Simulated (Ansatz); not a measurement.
# Ge₂F+ (triplet): the correlation ladder, cc-pVDZ

One table from this session's results is given with a row withheld; the runs are named, their logs left out.

Method: cc-pVDZ, core rule «outside noble gas», up to 29 orbitals frozen; program: Ansatz 0.2.0, Gaussian basis.

The runs, in order: UHF; CCSD(T) on ROHF; CCSD(T) on UHF; BCCD(T) on ROHF; CISD; CCSDT(Q) on ROHF; CCSDT(Q) on UHF; CASSCF and MRCISD+Q, 12 electrons in 11 orbitals; CASSCF and NEVPT2, 12 electrons in 11 orbitals.

24 further runs of the same task are left out: 2 for a known fault of the program, 11 that didn't finish, 11 set aside as unsound or not needed.

### What is computed

The geometry is a PBE0/def2-TZVP stationary point (not a proven minimum) of the parent state, kept for this charge and spin. No spin-orbit coupling is included. The filled d shell of Ge may be among the frozen orbitals whatever the setting's name suggests; the logs give the count.

3 atoms, charge 1, spin multiplicity 3.

Atoms are counted from 1 here; the program's logs count them from 0.

Bond lengths: F1–Ge2 2.007 Å, F1–Ge3 2.007 Å, Ge2–Ge3 2.411 Å. Angles: Ge2–F1–Ge3 73.8°, F1–Ge2–Ge3 53.1°, F1–Ge3–Ge2 53.1°.

Set-up of the first run:

Input file in.yaml:

```yaml
crystal:
  periodic: [false, false, false]
  atoms:
    - {symbol: F, position_ang: [0.000000, -1.419044, 0.000000]}
    - {symbol: Ge, position_ang: [0.000000, 0.185570, 1.205501]}
    - {symbol: Ge, position_ang: [0.000000, 0.185570, -1.205501]}
basis:
  gaussian: {orbitals: cc-pVDZ}
total_charge: 1
magnetization: {spin_polarized: true, initial_magnetization: 2}
hamiltonian: {xc: hf}
output: {orbitals: {seedname: orbitals}}
```

Command:

```bash
> ansatz run in.yaml --threads 1 --pin off --events-out ev --progress --plain --max-ram 2393MiB
```

Steps of the session up to this table: UHF; CCSD(T) on ROHF; CCSD(T) on UHF; BCCD(T) on ROHF; CISD; CCSDT(Q) on ROHF; CCSDT(Q) on UHF; CASSCF and MRCISD+Q, 12 electrons in 11 orbitals; CASSCF and NEVPT2, 12 electrons in 11 orbitals.

One table of the session follows, with a row left open; its other results are not shown here.

```
          method  from UCCSDT(Q) (meV)
            ROHF               +9515.1
             UHF               +9337.0
            RMP2               +1003.5
            UMP2               +1051.5
           RCCSD                +386.1
           UCCSD                +374.6
        RCCSD(T)                 +80.2
        UCCSD(T)                 +74.6
         BCCD(T)                 +73.5
          RCCSDT                 +37.0
          UCCSDT                 +29.8
       RCCSDT(Q)                 +15.1
       UCCSDT(Q)                     0
  CASSCF valence               +6618.8
  NEVPT2 valence               +1114.4
  MRCISD valence                +597.0
MRCISD+Q valence                     ?
```

**Question.** Estimate the row for MRCISD+Q valence.

**Answer.** from UCCSDT(Q) (meV): +135.8. In the column «from UCCSDT(Q) (meV)» it lies between RCCSD(T) (+80.2) and UCCSD (+374.6).

Among the levels timed on like hardware and quicker than the yardstick, those that no quicker one beats, quickest first: BCCD(T) (22 s, +73.5 meV).

Not comparable, so not listed: CISD (they don't share determinant, frozen orbitals or solution with the rows shown, or repeat one).

Caveats from the session: Of the multireference levels listed MRCISD+Q valence comes nearest in total energy (+135.8 meV), which doesn't show that its space is the better one. Restricted and unrestricted rows rest on different reference determinants; where their highest levels disagree by more than a few hundredths of an eV, they describe different states and don't form one ladder.
